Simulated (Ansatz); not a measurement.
# Ca (Calcium): the cost of one run

Program: Ansatz 0.2.0. Level of theory: DFT PBE, scalar-relativistic, plane waves, PAW. These are calculated values, not measurements.

### 1 The starting structure

It takes space group Fm-3m (No. 225, cubic). The conventional cell has a = 5.525 Å, b = 5.525 Å, c = 5.525 Å, α = 90.00°, β = 90.00°, γ = 90.00°. Around Ca (site symmetry m-3m) lie 12 Ca at 3.91 Å.

Coordinates:

```cif
data_structure
_symmetry_space_group_name_H-M 'P 1'
_symmetry_Int_Tables_number 1
_cell_length_a 3.9066
_cell_length_b 3.9066
_cell_length_c 3.9066
_cell_angle_alpha 60.000
_cell_angle_beta 60.000
_cell_angle_gamma 60.000
_cell_volume 42.16
loop_
_atom_site_label
_atom_site_type_symbol
_atom_site_fract_x
_atom_site_fract_y
_atom_site_fract_z
_atom_site_occupancy
Ca1 Ca 0.00000 0.00000 0.00000 1
```

It is the result of an earlier relaxation at this level (volume 42.16 Å³/atom; gap on the mesh: none (metal)).

### 2 Cutting the (111) slab

Miller indices refer to the conventional cell of the relaxed bulk, Fm-3m (No. 225): a = 5.525 Å, b = 5.525 Å, c = 5.525 Å, α = 90.00°, β = 90.00°, γ = 90.00°.

Cut from the relaxed bulk: a (111) slab, 12.8 Å thick as cut, with 15 Å of vacuum; its outer planes are Ca (top) and Ca (bottom).

The slab as cut. Layers, bottom to top:

| plane | atoms per cell | height over the lowest (Å) |
| --- | --- | --- |
| 1 | Ca | 0.00 |
| 2 | Ca | 3.19 |
| 3 | Ca | 6.38 |
| 4 | Ca | 9.57 |
| 5 | Ca | 12.76 |

### 3 The slab as cut, atoms at the bulk's places

A dipole layer in the vacuum cancels the field that periodic copies would set up if the slab's two faces differ.

The input, input.yaml:

```yaml
crystal:
  lattice:
    - [3.9066182651, 0.0, 0.0]
    - [-1.9533091326, 3.3832306605, 0.0]
    - [0.0, 0.0, 27.7589618259]
  atoms:
    - { symbol: Ca, position: [0.6666666667, 0.3333333333, 0.270183015] }
    - { symbol: Ca, position: [0.3333333333, 0.6666666667, 0.3850915075] }
    - { symbol: Ca, position: [0.0, 0.0, 0.5] }
    - { symbol: Ca, position: [0.6666666667, 0.3333333333, 0.6149084925] }
    - { symbol: Ca, position: [0.3333333333, 0.6666666667, 0.729816985] }
basis:
  ecutwfc: 420
kpoints:
  mp_grid: { grid: [9, 9, 1] }
hamiltonian:
  xc: pbe
scf:
  occupations: { method: gaussian, width: 0.1 }
output:
  forces: true
  stress: true
  eigenvalues: true
efield:
  axis: 3
  dipole_correction: true
```

Launch:

```bash
> ansatz run input.yaml --threads 1 --pin off --max-ram 2560MiB --backend cpu --events-out ev --progress --plain --runs-dir out
```

**Question.** How long does this run take on 1 thread of Intel Xeon Platinum 8488C (Sapphire Rapids), shared host, and how much memory does it need?

About 7.9 s, with a peak of 0.48 GiB.
